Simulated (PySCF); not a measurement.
# C₆H₁₀O₂: excited states, part 1 of 2

Aim: compute the excited states of C₆H₁₀O₂ (`C=C(CC)OC(C)=O`).

Programs: PySCF 2.14.0, with routines of our own; each step states its level. All values are computed. Atoms count from 0.

## (1) The system as given

18 atoms, charge 0, multiplicity 1; geometry from: GFN2-xTB.

## (2) Optimising the geometry at PBE0-D3(BJ)/def2-SVP

Job settings and geometry (Å):

```
{"job": {"xc": "PBE0", "basis": "def2-SVP", "d3": "d3bj", "grid": 1, "kind": "geom"}, "charge": 0, "multiplicity": 1}
C     -0.402878    -0.183875    -2.419178
C     -0.401080    -0.456241    -1.125494
C     -1.589725    -0.936129    -0.342397
C     -2.116120     0.166623     0.577148
O      0.721061    -0.362311    -0.305543
C      1.664973     0.577563    -0.466462
C      2.729439     0.420887     0.591484
O      1.656624     1.435531    -1.305362
H      0.467963     0.167798    -2.940080
H     -1.305618    -0.297232    -2.990702
H     -2.370366    -1.251465    -1.033862
H     -1.287041    -1.794570     0.261164
H     -1.346833     0.468822     1.284071
H     -2.410167     1.036467    -0.005971
H     -2.978997    -0.187564     1.135727
H      2.649067    -0.547732     1.074423
H      3.708956     0.542284     0.136910
H      2.601983     1.207462     1.332949
```

On the command line:

```bash
$ OMP_NUM_THREADS=1 python excited_run.py task.json out
```

One launch serves the whole session: the jobs run in the order shown.

What it wrote:

```text
step   0  E = -384.38567933  max force = 0.015240
step   1  E = -384.38811431  max force = 0.002936
step   2  E = -384.38831989  max force = 0.002419
step   3  E = -384.38846837  max force = 0.003556
step   4  E = -384.38859580  max force = 0.002723
step   5  E = -384.38867088  max force = 0.001153
step   6  E = -384.38874155  max force = 0.001133
step   7  E = -384.38880986  max force = 0.001293
step   8  E = -384.38695757  max force = 0.011225
step   9  E = -384.38853983  max force = 0.004715
step  10  E = -384.38880864  max force = 0.002232
step  11  E = -384.38887118  max force = 0.000846
step  12  E = -384.38888940  max force = 0.000731
step  13  E = -384.38891601  max force = 0.000657
step  14  E = -384.38895335  max force = 0.001366
step  15  E = -384.38904547  max force = 0.002439
step  16  E = -384.38910195  max force = 0.002194
step  17  E = -384.38915497  max force = 0.000553
step  18  E = -384.38916757  max force = 0.000413
optimisation converged
```

Run time: 3.2 min. Hardware: 1 thread of Arm Neoverse V1, shared host; peak memory 0.7 GiB.

Along the way: (the energy doesn't fall at every step)

| step | energy from step 0 (eV) | largest force component (eV/Å) |
| --- | --- | --- |
| 0 | 0.0000 | 0.7837 |
| 1 | -0.0663 | 0.1510 |
| 2 | -0.0719 | 0.1244 |
| 3 | -0.0759 | 0.1829 |
| 4 | -0.0794 | 0.1400 |
| 5 | -0.0814 | 0.0593 |
| 6 | -0.0833 | 0.0583 |
| 7 | -0.0852 | 0.0665 |
| 8 | -0.0348 | 0.5772 |
| 9 | -0.0778 | 0.2425 |
| 10 | -0.0852 | 0.1148 |
| 11 | -0.0869 | 0.0435 |
| 12 | -0.0874 | 0.0376 |
| 13 | -0.0881 | 0.0338 |
| 14 | -0.0891 | 0.0702 |
| 15 | -0.0916 | 0.1254 |
| 16 | -0.0931 | 0.1128 |
| 17 | -0.0946 | 0.0284 |
| 18 | -0.0949 | 0.0212 |

Distances of close pairs at the start and the end, largest changes first:

| bond | before (Å) | after (Å) | change (Å) |
| --- | --- | --- | --- |
| C0–H9 | 1.074 | 1.091 | +0.017 |
| C0–C1 | 1.322 | 1.336 | +0.014 |
| C6–H15 | 1.085 | 1.099 | +0.014 |
| C3–H13 | 1.088 | 1.101 | +0.013 |
| C3–H14 | 1.087 | 1.100 | +0.013 |
| C3–H12 | 1.088 | 1.100 | +0.012 |
| C0–H8 | 1.074 | 1.086 | +0.012 |
| C2–H11 | 1.092 | 1.104 | +0.012 |

The final coordinates are the input of the step that follows.

| at the end point | value |
| --- | --- |
| point group (found at 0.08 Å tolerance) | C1 |
| rotational constants (GHz, main isotopes) | 3.409, 1.373, 1.051 |
| dipole moment (D) | 2.28 |

## (3) Excited states: TDA CAM-B3LYP/def2-SVP

Job settings and geometry (Å):

```
{"job": {"kind": "states", "xc": "CAM-B3LYP", "basis": "def2-SVP", "tda": true, "soc": true, "nstates": 8, "ntriplets": 5, "nquad": 4}, "charge": 0, "multiplicity": 1}
C     -0.334433    -0.059366    -2.472400
C     -0.401635    -0.321725    -1.163892
C     -1.617841    -0.822821    -0.447184
C     -2.176193     0.182429     0.554726
O      0.618252    -0.161994    -0.243983
C      1.844682     0.346054    -0.502199
C      2.649463     0.383201     0.763840
O      2.225545     0.714014    -1.577096
H      0.563512     0.316913    -2.954127
H     -1.230904    -0.237924    -3.068525
H     -2.377838    -1.086101    -1.196927
H     -1.348464    -1.755315     0.078628
H     -1.419008     0.446399     1.307658
H     -2.488126     1.109342     0.049682
H     -3.049182    -0.229753     1.082161
H      2.686836    -0.617593     1.217262
H      3.661041     0.740763     0.543412
H      2.165679     1.051397     1.491643
```

Method: TDA CAM-B3LYP/def2-SVP excited states, vertical, gas phase, spin-orbit mean-field couplings.

What it wrote:

```text
coarse grid: 14888 points
cycle   1  E = -384.3633341183  dE =  1.241e+00  |g| = 9.334e-01  |ddm| = 4.306e+00
cycle   2  E = -384.1734152260  dE =  1.899e-01  |g| = 1.414e+00  |ddm| = 1.899e+00
cycle   3  E = -384.5365552489  dE = -3.631e-01  |g| = 1.881e-01  |ddm| = 1.247e+00
cycle   4  E = -384.5425531241  dE = -5.998e-03  |g| = 7.083e-02  |ddm| = 1.863e-01
cycle   5  E = -384.5434179992  dE = -8.649e-04  |g| = 1.670e-02  |ddm| = 5.770e-02
cycle   6  E = -384.5434785386  dE = -6.054e-05  |g| = 5.058e-03  |ddm| = 1.767e-02
cycle   7  E = -384.5434844723  dE = -5.934e-06  |g| = 1.654e-03  |ddm| = 6.664e-03
final grid: 143384 points
cycle   8  E = -384.6292880322  dE = -3.413e-05  |g| = 4.034e-03  |ddm| = 2.106e-02
cycle   9  E = -384.6292871355  dE =  8.967e-07  |g| = 4.779e-03  |ddm| = 6.947e-03
cycle  10  E = -384.6292917535  dE = -4.618e-06  |g| = 5.801e-04  |ddm| = 3.780e-03
cycle  11  E = -384.6292918149  dE = -6.136e-08  |g| = 2.200e-04  |ddm| = 5.872e-04
cycle  12  E = -384.6292918225  dE = -7.597e-09  |g| = 1.085e-04  |ddm| = 2.621e-04
cycle  13  E = -384.6292918249  dE = -2.466e-09  |g| = 1.514e-05  |ddm| = 9.514e-05
cycle  14  E = -384.6292918250  dE = -6.571e-11  |g| = 5.066e-06  |ddm| = 2.530e-05
converged SCF energy = -384.6292918250

Singlet excitations
state   eV       nm        f     d(h-e)  d(exc)  Lambda  PR(NTO)  |dmu|/D   mu/D   main configurations
  1   5.6952   217.7   0.00181   0.565   2.134   0.476   1.005    0.990    1.301   H-1->L 0.86, H-1->L+1 0.09
  2   6.6405   186.7   0.17607   1.797   2.995   0.656   1.045    5.976    6.470   H->L 0.93
  3   7.9362   156.2   0.06253   1.167   3.257   0.554   1.040    4.492    3.644   H->L+1 0.52, H->L+3 0.23, H->L+2 0.12
  4   8.1540   152.1   0.00098   1.302   2.956   0.425   1.174    4.484    4.701   H-1->L+1 0.56, H-1->L+2 0.11, H-1->L 0.10
  5   8.2921   149.5   0.18791   0.188   2.792   0.527   1.344                     H->L+1 0.32, H->L+2 0.27, H->L+3 0.16
  6   8.5909   144.3   0.00309   0.509   2.511   0.458   1.121                     H-5->L 0.89
  7   8.6739   142.9   0.00173   1.947   3.954   0.421   1.070                     H->L+2 0.49, H->L+3 0.20, H->L+4 0.19
  8   9.1098   136.1   0.05054   1.467   3.563   0.385   1.499                     H-1->L+2 0.52, H-1->L+1 0.18, H-2->L 0.10

Triplet excitations (Tamm-Dancoff)
state   eV     d(h-e)  d(exc)  Lambda  PR(NTO)   main configurations
  1   4.2744   0.156   2.170   0.637   1.017   H->L 0.64, H->L+1 0.21
  2   5.1299   0.576   2.083   0.474   1.007   H-1->L 0.83, H-1->L+1 0.10
  3   6.0814   0.819   2.312   0.600   1.183   H->L+1 0.25, H-2->L 0.21, H-3->L 0.16
  4   7.1042   1.235   2.775   0.607   1.159   H->L+1 0.25, H->L 0.17, H-2->L 0.16
  5   7.7726   1.072   3.078   0.438   1.100   H->L+3 0.35, H->L+2 0.26, H->L+4 0.13
S1 - T1 = 1.4208 eV

Spin-orbit couplings |<S|Hso|T>| (cm-1)
             T1       T2       T3       T4       T5
S0        0.433   55.229    0.527    0.682    1.917
S1        5.692    0.357   31.462   27.509    1.292
S2        0.251   11.694    0.321    0.296    5.111
S3        1.042    2.063    2.842    3.735    2.503
S4        5.320    2.372    6.350    3.508    0.909
S5        1.318    8.910    1.280    2.644    4.207
S6        8.392   33.945    7.424   13.406    1.605
S7        0.764    4.833    4.971    5.155    0.951
S8        0.810    4.118    1.398    1.661    4.210
T1 sublevels (cm-1): 0.000 0.002 0.003   radiative rates (1/s): 0.131 0.000383 0.0644
```

It took 42 s on 1 thread of Arm Neoverse V1, shared host; peak memory 0.8 GiB.

In short:

| quantity | value |
| --- | --- |
| S1 less T1 | 1.42 eV |

## (4) Excited states: TDA LDA/def2-SVP in dichloromethane

The job, as its differences from that of step 3:

```diff
@@ -1,2 +1,2 @@
-{"job": {"kind": "states", "xc": "CAM-B3LYP", "basis": "def2-SVP", "tda": true, "soc": true, "nstates": 8, "ntriplets": 5, "nquad": 4}, "charge": 0, "multiplicity": 1}
+{"job": {"kind": "states", "xc": "LDA", "basis": "def2-SVP", "tda": true, "soc": true, "nstates": 2, "ntriplets": 5, "nquad": 4, "solvent": "dichloromethane"}, "charge": 0, "multiplicity": 1}
 C     -0.334433    -0.059366    -2.472400
```

Level: TDA LDA/def2-SVP excited states, vertical, IEF-PCM dichloromethane (non-equilibrium response), spin-orbit mean-field couplings.

What it wrote:

```text
coarse grid: 14888 points
cycle   1  E = -381.2506211614  dE =  8.546e-01  |g| = 1.023e+00  |ddm| = 4.468e+00
cycle   2  E = -380.5156756413  dE =  7.349e-01  |g| = 2.125e+00  |ddm| = 2.970e+00
cycle   3  E = -381.4169715783  dE = -9.013e-01  |g| = 5.207e-01  |ddm| = 2.347e+00
cycle   4  E = -381.4727579035  dE = -5.579e-02  |g| = 1.162e-01  |ddm| = 5.079e-01
cycle   5  E = -381.4742508332  dE = -1.493e-03  |g| = 6.991e-02  |ddm| = 1.279e-01
cycle   6  E = -381.4752372059  dE = -9.864e-04  |g| = 1.620e-02  |ddm| = 6.216e-02
cycle   7  E = -381.4752928441  dE = -5.564e-05  |g| = 6.833e-03  |ddm| = 2.204e-02
cycle   8  E = -381.4753040751  dE = -1.123e-05  |g| = 1.926e-03  |ddm| = 7.393e-03
cycle   9  E = -381.4753049647  dE = -8.896e-07  |g| = 3.531e-04  |ddm| = 2.163e-03
final grid: 143384 points
cycle  10  E = -381.5764502461  dE = -5.430e-05  |g| = 3.969e-03  |ddm| = 3.404e-02
cycle  11  E = -381.5764456836  dE =  4.563e-06  |g| = 5.760e-03  |ddm| = 8.877e-03
cycle  12  E = -381.5764543197  dE = -8.636e-06  |g| = 6.119e-04  |ddm| = 5.483e-03
cycle  13  E = -381.5764543671  dE = -4.739e-08  |g| = 4.168e-04  |ddm| = 9.214e-04
cycle  14  E = -381.5764543964  dE = -2.926e-08  |g| = 1.361e-04  |ddm| = 4.040e-04
cycle  15  E = -381.5764544004  dE = -4.061e-09  |g| = 2.382e-05  |ddm| = 1.412e-04
cycle  16  E = -381.5764544005  dE = -7.947e-11  |g| = 1.299e-05  |ddm| = 2.783e-05
converged SCF energy = -381.5764544005

Singlet excitations
state   eV       nm        f     d(h-e)  d(exc)  Lambda  PR(NTO)  |dmu|/D   mu/D   main configurations
  1   5.1877   239.0   0.00435   0.733   2.714   0.493   1.011    2.203    2.981   H-1->L 0.96
  2   5.2606   235.7   0.11824   2.322   3.285   0.683   1.033    7.455    8.207   H->L 0.81, H->L+1 0.13

Triplet excitations (Tamm-Dancoff)
state   eV     d(h-e)  d(exc)  Lambda  PR(NTO)   main configurations
  1   4.2340   1.043   2.714   0.680   1.006   H->L 0.95
  2   4.8058   0.626   2.511   0.488   1.001   H-1->L 1.00
  3   5.5252   1.134   2.752   0.824   1.032   H->L+1 0.93
  4   6.2980   1.813   3.171   0.412   1.025   H-1->L+1 0.98
  5   6.4334   1.644   3.434   0.399   1.042   H-2->L 0.80, H-4->L 0.15
S1 - T1 = 0.9537 eV

Spin-orbit couplings |<S|Hso|T>| (cm-1)
             T1       T2       T3       T4       T5
S0        0.971   46.082    0.227   31.858    0.681
S1        9.582    1.463    4.651    1.575   22.297
S2        1.724    7.354    0.885    2.222    5.877
T1 sublevels (cm-1): 0.000 0.000 0.008   radiative rates (1/s): 0.335 0.0103 0.989
```

Wall time 16 s (1 thread of Arm Neoverse V1, shared host); peak memory 0.67 GiB.

From this job:

| quantity | value |
| --- | --- |
| S1 less T1 | 0.95 eV |

## (5) Excited states: TDA X3LYP/def2-SVP

The job, as its differences from that of step 4:

```diff
@@ -1,2 +1,2 @@
-{"job": {"kind": "states", "xc": "LDA", "basis": "def2-SVP", "tda": true, "soc": true, "nstates": 2, "ntriplets": 5, "nquad": 4, "solvent": "dichloromethane"}, "charge": 0, "multiplicity": 1}
+{"job": {"kind": "states", "xc": "X3LYP", "basis": "def2-SVP", "tda": true, "soc": true, "nstates": 8, "ntriplets": 5, "nquad": 4}, "charge": 0, "multiplicity": 1}
 C     -0.334433    -0.059366    -2.472400
```

Level: TDA X3LYP/def2-SVP excited states, vertical, gas phase, spin-orbit mean-field couplings.

What it wrote:

```text
coarse grid: 14888 points
cycle   1  E = -384.3711116776  dE =  1.034e+00  |g| = 9.612e-01  |ddm| = 4.363e+00
cycle   2  E = -383.9291088704  dE =  4.420e-01  |g| = 1.781e+00  |ddm| = 2.491e+00
cycle   3  E = -384.5380519707  dE = -6.089e-01  |g| = 3.401e-01  |ddm| = 1.879e+00
cycle   4  E = -384.5607771240  dE = -2.273e-02  |g| = 8.869e-02  |ddm| = 3.433e-01
cycle   5  E = -384.5619270197  dE = -1.150e-03  |g| = 3.618e-02  |ddm| = 8.083e-02
cycle   6  E = -384.5622081958  dE = -2.812e-04  |g| = 8.284e-03  |ddm| = 3.366e-02
cycle   7  E = -384.5622235999  dE = -1.540e-05  |g| = 3.147e-03  |ddm| = 1.053e-02
cycle   8  E = -384.5622258835  dE = -2.284e-06  |g| = 6.887e-04  |ddm| = 3.267e-03
final grid: 143384 points
cycle   9  E = -384.6447704465  dE = -3.791e-05  |g| = 6.440e-03  |ddm| = 2.792e-02
cycle  10  E = -384.6447612438  dE =  9.203e-06  |g| = 9.197e-03  |ddm| = 1.367e-02
cycle  11  E = -384.6447801340  dE = -1.889e-05  |g| = 1.867e-03  |ddm| = 8.536e-03
cycle  12  E = -384.6447808133  dE = -6.793e-07  |g| = 3.000e-04  |ddm| = 1.648e-03
cycle  13  E = -384.6447808278  dE = -1.451e-08  |g| = 1.260e-04  |ddm| = 3.438e-04
cycle  14  E = -384.6447808307  dE = -2.901e-09  |g| = 2.887e-05  |ddm| = 1.124e-04
cycle  15  E = -384.6447808309  dE = -1.783e-10  |g| = 8.072e-06  |ddm| = 3.349e-05
converged SCF energy = -384.6447808309

Singlet excitations
state   eV       nm        f     d(h-e)  d(exc)  Lambda  PR(NTO)  |dmu|/D   mu/D   main configurations
  1   5.5595   223.0   0.00179   0.567   2.284   0.482   1.003    1.047    1.393   H-1->L 0.94
  2   6.0296   205.6   0.12546   2.239   3.209   0.665   1.031    7.175    7.582   H->L 0.88, H->L+1 0.10
  3   7.2998   169.8   0.03814   1.616   3.876   0.501   1.019    5.445    3.264   H->L+2 0.58, H->L+1 0.30, H->L+3 0.08
  4   7.4689   166.0   0.00070   1.940   3.264   0.416   1.050    6.432    6.178   H-1->L+1 0.88
  5   7.7872   159.2   0.05818   1.752   3.999   0.447   1.125                     H->L+3 0.40, H->L+2 0.34, H->L+1 0.15
  6   7.9296   156.4   0.11457   0.687   3.003   0.502   1.434                     H->L+3 0.34, H->L+1 0.24, H-2->L 0.13
  7   8.2051   151.1   0.01846   0.560   2.984   0.464   1.414                     H-5->L 0.64, H-1->L+2 0.11, H-3->L 0.10
  8   8.2190   150.9   0.03589   1.821   3.766   0.325   1.311                     H-1->L+2 0.82, H-5->L 0.12

Triplet excitations (Tamm-Dancoff)
state   eV     d(h-e)  d(exc)  Lambda  PR(NTO)   main configurations
  1   4.2433   0.330   2.314   0.669   1.016   H->L 0.73, H->L+1 0.21
  2   5.0224   0.574   2.193   0.480   1.005   H-1->L 0.91
  3   5.7957   1.335   2.686   0.685   1.183   H->L+1 0.54, H->L 0.20, H-2->L 0.10
  4   6.6596   0.683   2.578   0.600   1.159   H-2->L 0.37, H-3->L 0.23, H->L+1 0.13
  5   7.2247   1.300   3.724   0.407   1.031   H->L+2 0.71, H->L+3 0.16
S1 - T1 = 1.3162 eV

Spin-orbit couplings |<S|Hso|T>| (cm-1)
             T1       T2       T3       T4       T5
S0        0.550   53.551    0.649    0.410    0.880
S1        7.149    0.459   21.165   33.958    1.122
S2        0.349    9.440    0.504    0.838    3.572
S3        0.990    2.110    2.255    1.507    0.951
S4        4.156    0.612    7.673    4.742    1.405
S5        0.327    6.361    4.392    1.980    1.021
S6        1.793   11.570    3.547    2.044    1.099
S7        8.538   27.981    7.524    6.501    2.573
S8        3.240   12.129    3.711    2.832    7.480
T1 sublevels (cm-1): 0.000 0.002 0.004   radiative rates (1/s): 0.326 0.00107 0.132
```

Run time: 38 s. Hardware: 1 thread of Arm Neoverse V1, shared host; peak memory 0.75 GiB.

In short:

| quantity | value |
| --- | --- |
| S1 less T1 | 1.32 eV |

## (6) Excited states: TDA revPBE/def2-SVP

The job, as its differences from that of step 5:

```diff
@@ -1,2 +1,2 @@
-{"job": {"kind": "states", "xc": "X3LYP", "basis": "def2-SVP", "tda": true, "soc": true, "nstates": 8, "ntriplets": 5, "nquad": 4}, "charge": 0, "multiplicity": 1}
+{"job": {"kind": "states", "xc": "revPBE", "basis": "def2-SVP", "tda": true, "soc": true, "nstates": 8, "ntriplets": 5, "nquad": 4, "grid": 0, "scf": {"max_cycle": 96}}, "charge": 0, "multiplicity": 1}
 C     -0.334433    -0.059366    -2.472400
```

Method: TDA revPBE/def2-SVP excited states, vertical, gas phase, spin-orbit mean-field couplings.

What it wrote:

```text
final grid: 14888 points
cycle   1  E = -384.3973367927  dE =  8.673e-01  |g| = 1.013e+00  |ddm| = 4.431e+00
cycle   2  E = -383.5045636811  dE =  8.928e-01  |g| = 2.269e+00  |ddm| = 3.458e+00
cycle   3  E = -384.5383465796  dE = -1.034e+00  |g| = 6.028e-01  |ddm| = 2.902e+00
cycle   4  E = -384.6144366493  dE = -7.609e-02  |g| = 1.376e-01  |ddm| = 6.190e-01
cycle   5  E = -384.6164988106  dE = -2.062e-03  |g| = 8.488e-02  |ddm| = 1.587e-01
cycle   6  E = -384.6179808263  dE = -1.482e-03  |g| = 2.361e-02  |ddm| = 8.331e-02
cycle   7  E = -384.6181154735  dE = -1.346e-04  |g| = 9.230e-03  |ddm| = 3.250e-02
cycle   8  E = -384.6181369394  dE = -2.147e-05  |g| = 1.896e-03  |ddm| = 9.605e-03
cycle   9  E = -384.6181377456  dE = -8.062e-07  |g| = 4.844e-04  |ddm| = 2.673e-03
cycle  10  E = -384.6181378013  dE = -5.569e-08  |g| = 1.060e-04  |ddm| = 7.083e-04
cycle  11  E = -384.6181378033  dE = -2.011e-09  |g| = 6.818e-05  |ddm| = 2.051e-04
cycle  12  E = -384.6181378044  dE = -1.076e-09  |g| = 1.115e-05  |ddm| = 7.201e-05
cycle  13  E = -384.6181378044  dE = -1.626e-11  |g| = 8.160e-06  |ddm| = 2.004e-05
converged SCF energy = -384.6181378044

Singlet excitations
state   eV       nm        f     d(h-e)  d(exc)  Lambda  PR(NTO)  |dmu|/D   mu/D   main configurations
  1   5.1627   240.2   0.00149   0.852   2.673   0.482   1.003    2.330    2.529   H-1->L 0.99
  2   5.3647   231.1   0.09918   2.425   3.320   0.688   1.028    7.116    7.571   H->L 0.81, H->L+1 0.15
  3   6.3845   194.2   0.00074   1.764   3.268   0.400   1.007    5.292    4.731   H-1->L+1 0.99
  4   6.7896   182.6   0.02084   2.195   4.252   0.384   1.024    7.226    5.555   H->L+2 0.87, H->L+1 0.10
  5   7.0874   174.9   0.01630   2.372   3.951   0.565   1.245                     H-2->L 0.61, H-3->L 0.23
  6   7.1728   172.9   0.03072   2.235   4.279   0.302   1.110                     H-1->L+2 0.95
  7   7.2471   171.1   0.05634   1.307   4.052   0.470   1.430                     H->L+3 0.54, H->L+1 0.17, H-3->L 0.14
  8   7.4145   167.2   0.01305   2.171   3.961   0.397   1.368                     H-5->L 0.64, H-3->L 0.17, H->L+3 0.12

Triplet excitations (Tamm-Dancoff)
state   eV     d(h-e)  d(exc)  Lambda  PR(NTO)   main configurations
  1   4.0820   0.747   2.571   0.686   1.010   H->L 0.88, H->L+1 0.10
  2   4.7006   0.645   2.451   0.481   1.002   H-1->L 0.99
  3   5.3852   1.373   2.836   0.794   1.057   H->L+1 0.85, H->L 0.11
  4   6.2068   2.006   3.294   0.400   1.010   H-1->L+1 0.99
  5   6.3766   0.227   2.575   0.580   1.056   H-2->L 0.64, H-3->L 0.22
S1 - T1 = 1.0807 eV

Spin-orbit couplings |<S|Hso|T>| (cm-1)
             T1       T2       T3       T4       T5
S0        0.684   47.504    0.352   28.984    0.665
S1        9.760    0.820    7.918    0.748   34.243
S2        0.669    7.740    0.512    2.898    2.184
S3        1.222    0.550   10.415    0.228    7.696
S4        1.421    3.239    1.756    4.171    0.471
S5        3.565   10.117    1.478    4.335    3.423
S6        0.511    2.752    0.628    1.832    0.432
S7        1.766    8.098    4.232    7.218    1.569
S8        4.930    7.869    2.206    2.804    9.167
T1 sublevels (cm-1): 0.000 0.001 0.006   radiative rates (1/s): 0.378 0.00474 1.34
```

It took 32 s on 1 thread of Arm Neoverse V1, shared host; peak memory 0.63 GiB.

The run ended normally, but its values are not to be used for the molecule: grid level 0 is too coarse.

## (7) Excited states: TDA HF/def2-SVP

The job, as its differences from that of step 6:

```diff
@@ -1,2 +1,2 @@
-{"job": {"kind": "states", "xc": "revPBE", "basis": "def2-SVP", "tda": true, "soc": true, "nstates": 8, "ntriplets": 5, "nquad": 4, "grid": 0, "scf": {"max_cycle": 96}}, "charge": 0, "multiplicity": 1}
+{"job": {"kind": "states", "xc": "HF", "basis": "def2-SVP", "tda": true, "soc": true, "nstates": 1, "ntriplets": 5, "nquad": 4}, "charge": 0, "multiplicity": 1}
 C     -0.334433    -0.059366    -2.472400
```

Method: TDA HF/def2-SVP excited states, vertical, gas phase, spin-orbit mean-field couplings.

What it wrote:

```text
final grid: 143384 points
cycle   1  E = -382.2725287828  dE =  1.716e+00  |g| = 8.727e-01  |ddm| = 4.113e+00
cycle   2  E = -382.3963495539  dE = -1.238e-01  |g| = 5.946e-01  |ddm| = 1.163e+00
cycle   3  E = -382.4624090592  dE = -6.606e-02  |g| = 9.930e-02  |ddm| = 5.427e-01
cycle   4  E = -382.4654193089  dE = -3.010e-03  |g| = 4.135e-02  |ddm| = 1.463e-01
cycle   5  E = -382.4658358923  dE = -4.166e-04  |g| = 9.425e-03  |ddm| = 4.725e-02
cycle   6  E = -382.4658867700  dE = -5.088e-05  |g| = 4.497e-03  |ddm| = 2.050e-02
cycle   7  E = -382.4658996052  dE = -1.284e-05  |g| = 1.544e-03  |ddm| = 1.176e-02
cycle   8  E = -382.4659009447  dE = -1.339e-06  |g| = 5.258e-04  |ddm| = 3.437e-03
cycle   9  E = -382.4659010979  dE = -1.532e-07  |g| = 1.649e-04  |ddm| = 1.236e-03
cycle  10  E = -382.4659011093  dE = -1.138e-08  |g| = 4.207e-05  |ddm| = 2.681e-04
cycle  11  E = -382.4659011106  dE = -1.332e-09  |g| = 1.586e-05  |ddm| = 1.076e-04
cycle  12  E = -382.4659011108  dE = -1.764e-10  |g| = 5.940e-06  |ddm| = 4.173e-05
converged SCF energy = -382.4659011108

Singlet excitations
state   eV       nm        f     d(h-e)  d(exc)  Lambda  PR(NTO)  |dmu|/D   mu/D   main configurations
  1   6.6603   186.2   0.00268   0.617   1.951   0.449   1.009    1.561    0.938   H-1->L 0.52, H-1->L+2 0.10, H-1->L+1 0.10

Triplet excitations (Tamm-Dancoff)
state   eV     d(h-e)  d(exc)  Lambda  PR(NTO)   main configurations
  1   3.8022   0.081   1.986   0.581   1.016   H->L 0.51, H->L+3 0.23, H->L+2 0.09
  2   5.9738   0.603   1.931   0.449   1.013   H-1->L 0.51, H-1->L+2 0.10, H-1->L+1 0.10
  3   6.2247   0.563   1.835   0.525   1.024   H-3->L 0.24, H-2->L 0.19
  4   8.5457   1.005   2.710   0.405   1.026   H->L+4 0.22, H->L+3 0.21, H->L+1 0.14
  5   8.9923   1.954   2.981   0.507   1.046   H->L 0.26, H->L+2 0.21, H->L+3 0.15
S1 - T1 = 2.8581 eV

Spin-orbit couplings |<S|Hso|T>| (cm-1)
             T1       T2       T3       T4       T5
S0        0.152   58.555    0.316    5.493    1.951
S1        1.635    0.296   41.471    0.246   13.456
T1 sublevels (cm-1): 0.000 0.000 0.000   radiative rates (1/s): 0.000389 0.0147 0.00521
```

It took 17 s on 1 thread of Arm Neoverse V1, shared host; peak memory 0.62 GiB.

Key values:

| quantity | value |
| --- | --- |
| S1 less T1 | 2.86 eV |

(Continued in part 2 of 2.)
